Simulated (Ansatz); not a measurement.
# C2H3I: interaction energy of a dimer with the counterpoise correction, by script

How strongly do two molecules of C2H3I bind, and how much of that is basis error? Wanted for C2H3I: the interaction energy of a dimer with the counterpoise correction.

Computed with Ansatz 0.2.0 through its Python package. Level of theory: PBE+D3(BJ)/def2-SVP.

**1. The system**

Bond lengths: C1–C2 1.314 Å, C2–I3 2.108 Å, C1–H4 1.077 Å, C1–H5 1.078 Å, C2–H6 1.077 Å. Angles: C1–C2–I3 123.3°, C1–C2–H6 124.0°, I3–C2–H6 112.7°, C2–C1–H4 122.8°, C2–C1–H5 120.5°, H4–C1–H5 116.7°.

No structure file is read: the coordinates are typed or built in the script.

**2. Script**

Contents of dimer.py:

```python
"""Binding of a C2H3I dimer at a trial geometry."""

import ansatz as az

FIRST = [
    ("C", (-0.6236, 0.0745, -0.454)),
    ("C", (0.3671, 0.1598, 0.4055)),
    ("I", (1.8559, -1.3181, 0.607)),
    ("H", (-0.7466, -0.7612, -1.1213)),
    ("H", (-1.3607, 0.8584, -0.5178)),
    ("H", (0.5079, 0.9866, 1.0805)),
]
SECOND = [
    ("C", (-3.3411, -0.4029, 0.8836)),
    ("C", (-3.6995, 0.8507, 0.7182)),
    ("I", (-4.0076, 1.7272, -1.1734)),
    ("H", (-3.1784, -1.0766, 0.0599)),
    ("H", (-3.1958, -0.8037, 1.8736)),
    ("H", (-3.8675, 1.5399, 1.5281)),
]

def energy(atoms, ghosts=()):
    molecule = az.Crystal.molecule()
    for symbol, xyz in atoms:
        molecule = molecule.atom(symbol, xyz)
    calc = (
        molecule.calculation()
        .basis(gaussian="def2-SVP")  # the orbital basis, by name
        .functional("pbe", dispersion="d3bj")
    )
    deck = calc.input()
    if ghosts:
        deck = deck.set(az.key.basis.gaussian.ghost_atoms, [{"symbol": s, "position_ang": list(xyz)} for s, xyz in ghosts])
    return az.Session.from_dict(deck).plan().execute().report["free_energy_ev"]

# ghost atoms carry the functions of the partner
both = energy(FIRST + SECOND)
alone = energy(FIRST) + energy(SECOND)
ghosted = energy(FIRST, SECOND) + energy(SECOND, FIRST)
print(f"dimer {both:.6f} eV")
print(f"interaction, uncorrected   {23.060548 * (both - alone):8.3f} kcal/mol")
print(f"interaction, counterpoise  {23.060548 * (both - ghosted):8.3f} kcal/mol")
print(f"basis-set superposition    {23.060548 * (alone - ghosted):8.3f} kcal/mol")
```

**3. What the engine is handed**

The engine receives this input (first run):

```yaml
crystal:
  periodic: [false, false, false]
  atoms:
    - { symbol: C, position_ang: [-0.6236, 0.0745, -0.454] }
    - { symbol: C, position_ang: [0.3671, 0.1598, 0.4055] }
    - { symbol: I, position_ang: [1.8559, -1.3181, 0.607] }
    - { symbol: H, position_ang: [-0.7466, -0.7612, -1.1213] }
    - { symbol: H, position_ang: [-1.3607, 0.8584, -0.5178] }
    - { symbol: H, position_ang: [0.5079, 0.9866, 1.0805] }
    - { symbol: C, position_ang: [-3.3411, -0.4029, 0.8836] }
    - { symbol: C, position_ang: [-3.6995, 0.8507, 0.7182] }
    - { symbol: I, position_ang: [-4.0076, 1.7272, -1.1734] }
    - { symbol: H, position_ang: [-3.1784, -1.0766, 0.0599] }
    - { symbol: H, position_ang: [-3.1958, -0.8037, 1.8736] }
    - { symbol: H, position_ang: [-3.8675, 1.5399, 1.5281] }
basis:
  gaussian:
    orbitals: def2-SVP
hamiltonian:
  xc: pbe
  dispersion: d3bj
```

**4. The run**

Started as:

```
$ python dimer.py
```

**Question.** How large is the interaction at this pose, and how much of it is basis-set superposition?

**Answer**, as computed:

| quantity | value |
| --- | --- |
| interaction energy, uncorrected | -0.916 kcal/mol |
| interaction energy, counterpoise | -0.113 kcal/mol |
| runs compared | 5 |

The counterpoise correction takes away 88 % of the apparent binding. Uncorrected it is -0.916 kcal/mol, with the counterpoise correction -0.113 kcal/mol; the difference, 0.80 kcal/mol, is the superposition error. Notes:
- The dimer is a generated trial pose of unrelaxed monomers, not a minimum, so the figure is no binding energy, and the basis set is small.
- def2 sets replace the cores of elements past krypton by effective core potentials.
